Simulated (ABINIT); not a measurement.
# RuAu (Pm-3m) in ABINIT: single point with PBE

Aim: the single point of RuAu with PBE.

Everything below comes from runs of ABINIT 10.8.3 (patched build). Logs are shortened: lines on timing, memory, paths and dates and some standing lists are left out, and cuts for length are marked. The log counts tension as positive stress, the text compression.

**1. Starting point**

It takes space group Pm-3m (No. 221, cubic). Conventional cell: a = 3.165 Å, b = 3.165 Å, c = 3.165 Å, α = 90.00°, β = 90.00°, γ = 90.00°. Around Ru (site symmetry m-3m) lie 8 Au at 2.74 Å. Au (site symmetry m-3m) has 8 Ru at 2.74 Å as nearest neighbours.

The cell was built by a generator and needn't be a form met in nature.

**2. Single point, PBE**

File run.abi:

```
# Pseudopotentials
pp_dirpath "./"
pseudos "Ru.upf, Au.upf"

# Structure
acell 3*1.0
rprim
     5.9806241365     0.0000000000     0.0000000000
     0.0000000000     5.9806241365     0.0000000000
     0.0000000000     0.0000000000     5.9806241365
ntypat 2
znucl 44 79
natom 2
typat 1 2
xcart
     0.0000000000     0.0000000000     0.0000000000
     2.9903120682     2.9903120682     2.9903120682

# Plane-wave basis
ecut 952.398519 eV

# k points
kptopt 1
ngkpt 6 6 6
nshiftk 1
shiftk 0.0 0.0 0.0

# Exchange and correlation
ixc 11

# Bands and occupations
nband 22
occopt 3
tsmear 0.00183747

# SCF cycle
nstep 100
tolvrs 1.0e-10

# Output
iomode 3
prtwf 0
prtden 0
prteig 0
prtebands 0
enunit 1
```

Potentials or basis: PseudoDojo NC SR PBE v0.4.1 standard.

Command:

```
abinit run.abi > log 2>&1
```

run.abo:

```text
.Version 10.8.3 of ABINIT
 Symmetries : space group Pm -3 m (#221); Bravais cP (primitive cubic)
================================================================================
 Values of the parameters that define the memory need of the present run
     intxc =       0    ionmov =       0      iscf =       7    lmnmax =       7
     lnmax =       7     mgfft =      32  mpssoang =       4    mqgrid =    3001
     natom =       2  nloc_mem =       1    nspden =       1   nspinor =       1
    nsppol =       1      nsym =      48    n1xccc =    2501    ntypat =       2
    occopt =       3   xclevel =       2
       mpw =        2136          nfft =       32768          nkpt =          20
================================================================================
================================================================================

--------------------------------------------------------------------------------
------------- Echo of variables that govern the present computation ------------
--------------------------------------------------------------------------------
 -outvars: echo values of preprocessed input variables --------
            acell      1.0000000000E+00  1.0000000000E+00  1.0000000000E+00 Bohr
              amu      1.01070000E+02  1.96966540E+02
             ecut      3.50000000E+01 Hartree
           enunit           1
              ixc          11
         kptrlatt        6    0    0      0    6    0      0    0    6
          kptrlen      3.58837448E+01
            natom           2
            nband          22
            ngfft          32      32      32
             nkpt          20
            nstep         100
             nsym          48
           ntypat           2
           occopt           3
           prtden           0
        prtebands           0
           prteig           0
            prtwf           0
            rprim      5.9806241365E+00  0.0000000000E+00  0.0000000000E+00
                       0.0000000000E+00  5.9806241365E+00  0.0000000000E+00
                       0.0000000000E+00  0.0000000000E+00  5.9806241365E+00
          spgroup         221
           tolvrs      1.00000000E-10
           tsmear      1.83747000E-03 Hartree
            typat      1  2
           xangst      0.0000000000E+00  0.0000000000E+00  0.0000000000E+00
                       1.5824049989E+00  1.5824049989E+00  1.5824049989E+00
            xcart      0.0000000000E+00  0.0000000000E+00  0.0000000000E+00
                       2.9903120683E+00  2.9903120683E+00  2.9903120683E+00
             xred      0.0000000000E+00  0.0000000000E+00  0.0000000000E+00
                       5.0000000000E-01  5.0000000000E-01  5.0000000000E-01
            znucl       44.00000   79.00000

================================================================================

 chkinp: Checking input parameters for consistency.

================================================================================
== DATASET  1 ==================================================================

--- !DatasetInfo
iteration_state: {dtset: 1, }
dimensions: {natom: 2, nkpt: 20, mband: 22, nsppol: 1, nspinor: 1, nspden: 1, mpw: 2136, }
cutoff_energies: {ecut:  35.0, pawecutdg:  -1.0, }
electrons: {nelect:   3.50000000E+01, charge:   0.00000000E+00, occopt:   3.00000000E+00, tsmear:   1.83747000E-03, }
meta: {optdriver: 0, ionmov: 0, optcell: 0, iscf: 7, paral_kgb: 0, }
...

 Exchange-correlation functional for the present dataset will be:
  GGA: Perdew-Burke-Ernzerhof functional - ixc=11
  J.P.Perdew, K.Burke, M.Ernzerhof, PRL 77, 3865 (1996)

 Real(R)+Recip(G) space primitive vectors, cartesian coordinates (Bohr,Bohr^-1):
 R(1)=  5.9806241  0.0000000  0.0000000  G(1)=  0.1672066  0.0000000  0.0000000
 R(2)=  0.0000000  5.9806241  0.0000000  G(2)=  0.0000000  0.1672066  0.0000000
 R(3)=  0.0000000  0.0000000  5.9806241  G(3)=  0.0000000  0.0000000  0.1672066
 Unit cell volume ucvol=  2.1391416E+02 bohr^3
 Angles (23,13,12)=  9.00000000E+01  9.00000000E+01  9.00000000E+01 degrees

 getcut: wavevector=  0.0000  0.0000  0.0000  ngfft=  32  32  32
         ecut(hartree)=     35.000   => boxcut(ratio)=   2.00911

--- Pseudopotential description ------------------------------------------------
- pspini: atom type   1  psp file is ./Ru.upf
12 -101130 2 -1 1584                          pspcod,pspxc,lmax,lloc,mmax
     nproj     2     2     2     0

- pspini: atom type   2  psp file is ./Au.upf
12 -101130 3 -1 1356                          pspcod,pspxc,lmax,lloc,mmax
     nproj     2     2     2     1

   1.83237331E+03                                ecore*ucvol(ha*bohr**3)
--------------------------------------------------------------------------------

================================================================================

--- !BeginCycle
iteration_state: {dtset: 1, }
solver: {iscf: 7, nstep: 100, nline: 4, wfoptalg: 0, }
tolerances: {tolvrs: 1.00E-10, }
...

     iter   Etot(hartree)      deltaE(h)  residm     vres2
 ETOT  1  -249.06729623938    -2.491E+02 2.573E-01 1.502E+02
 ETOT  2  -249.18311583902    -1.158E-01 2.929E-01 1.392E+02
 ETOT  3  -249.23297108451    -4.986E-02 3.102E-02 1.015E+01
 ETOT  4  -249.23596350043    -2.992E-03 1.535E-03 3.663E-02
 ETOT  5  -249.23597872131    -1.522E-05 2.143E-03 1.671E-03
 ETOT  6  -249.23597926229    -5.410E-07 3.595E-04 3.809E-05
 ETOT  7  -249.23597927623    -1.393E-08 1.113E-03 3.598E-07
 ETOT  8  -249.23597927636    -1.337E-10 2.256E-04 2.126E-09
 ETOT  9  -249.23597927637    -7.844E-12 8.508E-04 3.300E-11

 At SCF step    9       vres2   =  3.30E-11 < tolvrs=  1.00E-10 =>converged.

 Cartesian components of stress tensor (hartree/bohr^3)
  sigma(1 1)=  3.92316421E-05  sigma(3 2)=  0.00000000E+00
  sigma(2 2)=  3.92316421E-05  sigma(3 1)=  0.00000000E+00
  sigma(3 3)=  3.92316421E-05  sigma(2 1)=  0.00000000E+00

--- !ResultsGS
iteration_state: {dtset: 1, }
comment   : Summary of ground state results
lattice_vectors:
- [  5.9806241,   0.0000000,   0.0000000, ]
- [  0.0000000,   5.9806241,   0.0000000, ]
- [  0.0000000,   0.0000000,   5.9806241, ]
lattice_lengths: [   5.98062,    5.98062,    5.98062, ]
lattice_angles: [ 90.000,  90.000,  90.000, ] # degrees, (23, 13, 12)
lattice_volume:   2.1391416E+02
convergence: {deltae: -7.844E-12, res2:  3.300E-11, residm:  8.508E-04, diffor: null, }
etotal    :  -2.49235979E+02
entropy   :   0.00000000E+00
fermie    :   5.27896812E-01
cartesian_stress_tensor: # hartree/bohr^3
- [  3.92316421E-05,   0.00000000E+00,   0.00000000E+00, ]
- [  0.00000000E+00,   3.92316421E-05,   0.00000000E+00, ]
- [  0.00000000E+00,   0.00000000E+00,   3.92316421E-05, ]
pressure_GPa:  -1.1542E+00
xred      :
- [  0.0000E+00,   0.0000E+00,   0.0000E+00, Ru]
- [  5.0000E-01,   5.0000E-01,   5.0000E-01, Au]
cartesian_forces: # hartree/bohr
- [ -0.00000000E+00,  -0.00000000E+00,  -0.00000000E+00, ]
- [ -0.00000000E+00,  -0.00000000E+00,  -0.00000000E+00, ]
force_length_stats: {min:   0.00000000E+00, max:   0.00000000E+00, mean:   0.00000000E+00, }
...

 Integrated electronic density in atomic spheres:
 ------------------------------------------------
 Atom  Sphere_radius  Integrated_density
    1        2.00000         12.84933593
    2        2.00000         15.56367295
================================================================================

 ----iterations are completed or convergence reached----

 Mean square residual over all n,k,spin=   38.074E-07; max=  85.076E-05
 reduced coordinates (array xred) for    2 atoms
       0.000000000000      0.000000000000      0.000000000000
       0.500000000000      0.500000000000      0.500000000000
 rms dE/dt=  0.0000E+00; max dE/dt=  0.0000E+00; dE/dt below (all hartree)
    1       0.000000000000      0.000000000000      0.000000000000
    2       0.000000000000      0.000000000000      0.000000000000

 cartesian coordinates (angstrom) at end:
    1      0.00000000000000     0.00000000000000     0.00000000000000
    2      1.58240499893259     1.58240499893259     1.58240499893259

 cartesian forces (hartree/bohr) at end:
    1     -0.00000000000000    -0.00000000000000    -0.00000000000000
    2     -0.00000000000000    -0.00000000000000    -0.00000000000000
 frms,max,avg= 0.0000000E+00 0.0000000E+00   0.000E+00  0.000E+00  0.000E+00 h/b

 cartesian forces (eV/Angstrom) at end:
    1     -0.00000000000000    -0.00000000000000    -0.00000000000000
    2     -0.00000000000000    -0.00000000000000    -0.00000000000000
 frms,max,avg= 0.0000000E+00 0.0000000E+00   0.000E+00  0.000E+00  0.000E+00 e/A
 length scales=  1.000000000000  1.000000000000  1.000000000000 bohr
              =  0.529177210544  0.529177210544  0.529177210544 angstroms
 Fermi (or HOMO) energy (eV) =  14.36480   Average Vxc (eV)= -13.83688
 Eigenvalues (   eV  ) for nkpt=  20  k points:
 kpt#   1, nband= 22, wtk=  0.00463, kpt=  0.0000  0.0000  0.0000 (reduced coord)
 -91.56584  -58.08310  -42.88230  -42.88230  -42.88230  -28.02834  -28.02834  -28.02834
   5.47233    7.86593    7.86593   10.11658   10.11658   10.11658   13.29459   13.29459
  14.97920   14.97920   14.97920   22.03440   22.03440   22.03440
 prteigrs : prtvol=0 or 1, do not print more k-points.

--- !EnergyTerms
iteration_state     : {dtset: 1, }
comment             : Components of total free energy in Hartree
kinetic             :  7.51145075699568E+01
hartree             :  4.11426923379245E+01
xc                  : -4.30957218925190E+01
Ewald energy        : -1.87120070040586E+02
psp_core            :  8.56592820138882E+00
local_psp           : -1.54102452817435E+02
non_local_psp       :  1.02600151014883E+01
internal            : -2.49235101539781E+02
'-kT*entropy'       : -8.77736587408275E-04
total_energy        : -2.49235979276368E+02
total_energy_eV     : -6.78205649848458E+03
band_energy         : -1.91244373012867E+01
...

 Cartesian components of stress tensor (hartree/bohr^3)
  sigma(1 1)=  3.92316421E-05  sigma(3 2)=  0.00000000E+00
  sigma(2 2)=  3.92316421E-05  sigma(3 1)=  0.00000000E+00
  sigma(3 3)=  3.92316421E-05  sigma(2 1)=  0.00000000E+00

-Cartesian components of stress tensor (GPa)         [Pressure= -1.1542E+00 GPa]
- sigma(1 1)=  1.15423476E+00  sigma(3 2)=  0.00000000E+00
- sigma(2 2)=  1.15423476E+00  sigma(3 1)=  0.00000000E+00
- sigma(3 3)=  1.15423476E+00  sigma(2 1)=  0.00000000E+00

== END DATASET(S) ==============================================================
================================================================================

 -outvars: echo values of variables after computation  --------
            acell      1.0000000000E+00  1.0000000000E+00  1.0000000000E+00 Bohr
           etotal     -2.4923597928E+02
            fcart     -0.0000000000E+00 -0.0000000000E+00 -0.0000000000E+00
                      -0.0000000000E+00 -0.0000000000E+00 -0.0000000000E+00
            rprim      5.9806241365E+00  0.0000000000E+00  0.0000000000E+00
                       0.0000000000E+00  5.9806241365E+00  0.0000000000E+00
                       0.0000000000E+00  0.0000000000E+00  5.9806241365E+00
           strten      3.9231642065E-05  3.9231642065E-05  3.9231642065E-05
                       0.0000000000E+00  0.0000000000E+00  0.0000000000E+00
           xangst      0.0000000000E+00  0.0000000000E+00  0.0000000000E+00
                       1.5824049989E+00  1.5824049989E+00  1.5824049989E+00
             xred      0.0000000000E+00  0.0000000000E+00  0.0000000000E+00
                       5.0000000000E-01  5.0000000000E-01  5.0000000000E-01
 Calculation completed.
```

Run time: 16 s. Hardware: 1 thread of Intel Xeon 6975P-C (Granite Rapids), shared host; peak memory 0.07 GiB.

Results:

| Quantity | Value |
| --- | --- |
| Free energy | -6782.0565 eV |
| Band gap on the k mesh | none (metal or under the smearing width) |
| Valence electrons inside the program's atomic spheres | Ru 12.85; Au 15.56 |

Caveat: the cutoff is too short for stress, so the log's stress isn't used. Spin-orbit coupling is left out, which matters for the levels of Au.
